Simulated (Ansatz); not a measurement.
**Ga (hcp type): how the settings move a single-point run**

How sensitive is a single-point run of Ga (hcp type) to its settings? A reference run comes first, then one run with altered input.

Method: reference: DFT, PBEsol, all-electron LAPW, scalar-relativistic, in Ansatz 0.2.0.

**1. Starting point**

Symmetry: C2/m, No. 12, monoclinic system. The conventional cell has a = 5.202 Å, b = 3.003 Å, c = 4.865 Å, α = 90.00°, β = 90.00°, γ = 90.00°. Ga (site symmetry m) is surrounded by 10 Ga at 2.63 to 3.12 Å.

Structure file:

```cif
data_structure
_symmetry_space_group_name_H-M 'C2/m'
_symmetry_Int_Tables_number 12
_cell_length_a 5.2016
_cell_length_b 3.0032
_cell_length_c 4.8651
_cell_angle_alpha 90.000
_cell_angle_beta 90.000
_cell_angle_gamma 90.000
_cell_volume 76.00
loop_
_atom_site_label
_atom_site_type_symbol
_atom_site_symmetry_multiplicity
_atom_site_Wyckoff_symbol
_atom_site_fract_x
_atom_site_fract_y
_atom_site_fract_z
_atom_site_occupancy
Ga1 Ga 4 i 0.14667 0.50000 0.22000 1
```

**2. Reference**

File input.yaml:

```yaml
crystal:
  lattice:
    - [3.00316585, 0.0, 0.0]
    - [-1.501582925, 2.6008179178, 0.0]
    - [0.0, 0.0, 4.8651286769]
  atoms:
    - { symbol: Ga, position: [0.2933333333, 0.6466666667, 0.22] }
    - { symbol: Ga, position: [0.7066666667, 0.3533333333, 0.78] }
kpoints:
  mp_grid: { grid: [11, 11, 6] }
scf:
  occupations: { method: fermi_dirac, width: 0.05 }
hamiltonian:
  xc: pbesol
  pseudopotentials: { kind: all_electron, lapw: { basis_error: 0.001 } }
output:
  forces: true
  stress: true
  eigenvalues: true
  populations: true
```

Command:

```bash
$ ansatz run input.yaml --threads 1 --pin off --max-ram 2048MiB --backend cpu --events-out ev --progress --plain --runs-dir out
```

**3. Changed: mp_grid.shift [0.5, 0.5, 0.5]**

Edit input.yaml of step 2 so:

```diff
@@ -9,3 +9,3 @@
 kpoints:
-  mp_grid: { grid: [11, 11, 6] }
+  mp_grid: { grid: [11, 11, 6], shift: [0.5, 0.5, 0.5] }
 scf:
```

What does the calculation give? Wanted: for each run, ending; energy change; pressure; gap; force.

As calculated:

| run | ending | energy change | pressure (GPa) | gap (eV) | force (eV/Å) | cycles | time |
| --- | --- | --- | --- | --- | --- | --- | --- |
| reference | converged | 0 | -1.4 | 0.00 | 0.86 | 8 | 46 s |
| 1: mp_grid.shift [0.5, 0.5, 0.5] | converged | +18.6 meV/atom | -1.1 | 0.00 | 0.87 | 8 | 81 s |

Residual by cycle in the longest SCF loop of each run; runs are numbered as in the table. The quantity is the density residual dr2, in eV.

| cycle | reference | run 1 |
| --- | --- | --- |
| 1 | 0.0899 | 0.0893 |
| 2 | 0.0406 | 0.04 |
| 3 | 0.0218 | 0.0213 |
| 4 | 0.00484 | 0.00452 |
| 5 | 5.5e-5 | 4.5e-5 |
| 6 | 7.8e-6 | 6.2e-6 |
| 7 | 4.0e-7 | 3.1e-7 |
| 8 | 2.6e-8 | 2.1e-8 |

What this shows: Changing the k-point mesh moves the energy by +18.6 meV/atom, and the pressure goes from -1.4 to -1.1 GPa. Sampling errors of the energy have no fixed sign. Cost: 81 s against 46 s.
